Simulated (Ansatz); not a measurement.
# GeI₂Cl₂: up Jacob's ladder to CCSD(T)

How much do the methods differ for GeI₂Cl₂? The plan is to run it at one geometry with functionals of several rungs and with coupled cluster, and see how far each lands from CCSD(T) at the basis-set limit for the atomisation energy.

Computed with Ansatz 0.2.0, Gaussian basis. Level: functionals in def2-TZVPP, the program's frozen cores in correlated methods.

Levels to be run: LDA (SPW92), PBE-D4, revPBE-D4, BLYP-D4, r2SCAN-D4, B97M-V, PBE0-D4, B3LYP-D4, r2SCANh-D4, r2SCAN0-D4, HSE06-D4, BHLYP-D4, CAM-B3LYP-D4, LC-ωPBE, ωB97X-V, ωB97M-V, B2PLYP, PBE-QIDH; CCSD(T)/def2-SVP; CCSD(T)/def2-TZVPP; MP2/def2-QZVPP; extrapolation to the limit; RPA on PBE.

### Step 1. Structure used throughout

All runs share one geometry, relaxed beforehand with PBE0-D4 in a triple-zeta def2 set. I takes the def2 core potential; no spin-orbit term is included.

5 atoms, charge 0, spin multiplicity 1.

Atoms are counted from 1 here; the program's logs count them from 0.

Bond lengths: Cl1–Ge2 2.132 Å, Ge2–Cl3 2.132 Å, Ge2–I4 2.486 Å, Ge2–I5 2.486 Å. Angles: Cl1–Ge2–Cl3 107.4°, Cl1–Ge2–I4 109.4°, Cl1–Ge2–I5 109.4°, Cl3–Ge2–I4 109.4°, Cl3–Ge2–I5 109.4°, I4–Ge2–I5 111.8°.

### Step 2. LDA

This LDA is Slater exchange with PW92 correlation.

File in.yaml:

```yaml
crystal:
  periodic: [false, false, false]
  atoms:
    - {symbol: Cl, position_ang: [-0.630602, -0.379814, 2.025690]}
    - {symbol: Ge, position_ang: [0.030629, -0.048269, 0.025964]}
    - {symbol: Cl, position_ang: [1.691412, -1.340577, -0.317248]}
    - {symbol: I, position_ang: [-1.801184, -0.620869, -1.554696]}
    - {symbol: I, position_ang: [0.759643, 2.315929, -0.221011]}
basis:
  gaussian: {orbitals: def2-TZVPP}
hamiltonian: {xc: lda}
output: {orbitals: {seedname: orbitals}}
```

Launch:

```bash
ansatz run in.yaml --threads 4 --pin off --events-out ev --progress --plain --max-ram 11315MiB
```

Further steps of the session: PBE-D4 (GGA); revPBE-D4 (GGA); BLYP-D4 (GGA); r2SCAN-D4 (meta-GGA); B97M-V (meta-GGA); PBE0-D4 (hybrid); B3LYP-D4 (hybrid); r2SCANh-D4 (hybrid); r2SCAN0-D4 (hybrid); HSE06-D4 (hybrid); BHLYP-D4 (hybrid); CAM-B3LYP-D4 (range-separated); LC-ωPBE (range-separated); ωB97X-V (range-separated); ωB97M-V (range-separated); B2PLYP (double hybrid); PBE-QIDH (double hybrid); CCSD(T) in def2-SVP; CCSD(T) in def2-TZVPP; MP2 in def2-QZVPP; RPA on PBE orbitals.

Before running them: what should the planned runs give, taken together? Wanted: atomisation energy, CCSD(T)/CBS; farthest beyond LDA; mean size of error, GGA; mean size of error, meta-GGA; mean size of error, hybrid; mean size of error, range-separated; mean size of error, double hybrid; gap, smallest and largest; T1 diagnostic.

As calculated:

| quantity | value |
| --- | --- |
| atomisation energy, CCSD(T)/CBS | 12.637 eV |
| functionals within 0.126 eV (1.0 %) | r2SCAN-D4, B97M-V, PBE0-D4, r2SCANh-D4, HSE06-D4, PBE-QIDH |
| farthest beyond LDA | BHLYP-D4 (-0.909 eV) |
| mean size of error, GGA | 0.375 eV |
| mean size of error, meta-GGA | 0.030 eV |
| mean size of error, hybrid | 0.329 eV |
| mean size of error, range-separated | 0.526 eV |
| mean size of error, double hybrid | 0.349 eV |
| gap, smallest and largest | 3.04 eV (LDA (SPW92)), 9.75 eV (LC-ωPBE) |
| T1 diagnostic | 0.0087 |
| triples share of the correlation energy | 3.1 % |

The LDA atomisation energy is off by 2.259 eV (18 %): it overbinds. PBE-D4 misses by +0.241 eV. Double hybrids carry the basis error of their MP2 part in triple zeta, and no dispersion term here, so their miss is partly the set-up's. By mean error the best rung here is meta-GGA (0.030 eV) and the worst beyond LDA is range-separated (0.526 eV). RPA and LDA stand outside this count. Misses under about 0.126 eV are within the doubt on the reference itself, which lacks core-valence correlation, spin-orbit coupling and higher excitations, and its outer-core shells are covered unevenly. All levels share the lack of spin-orbit coupling, which lowers the free heavy atoms and so the true binding. Hartree-Fock recovers 65 % of the binding; the rest is correlation. CCSD(T) in def2-SVP is off by -1.732 eV, more than most functionals: a good method in a small basis is no reference. The gap grows from 3.0 to 9.7 eV across the functionals, mostly with the share of exact exchange. Correlated methods include outer-core shells of Ge, I, which these sets cover unevenly.
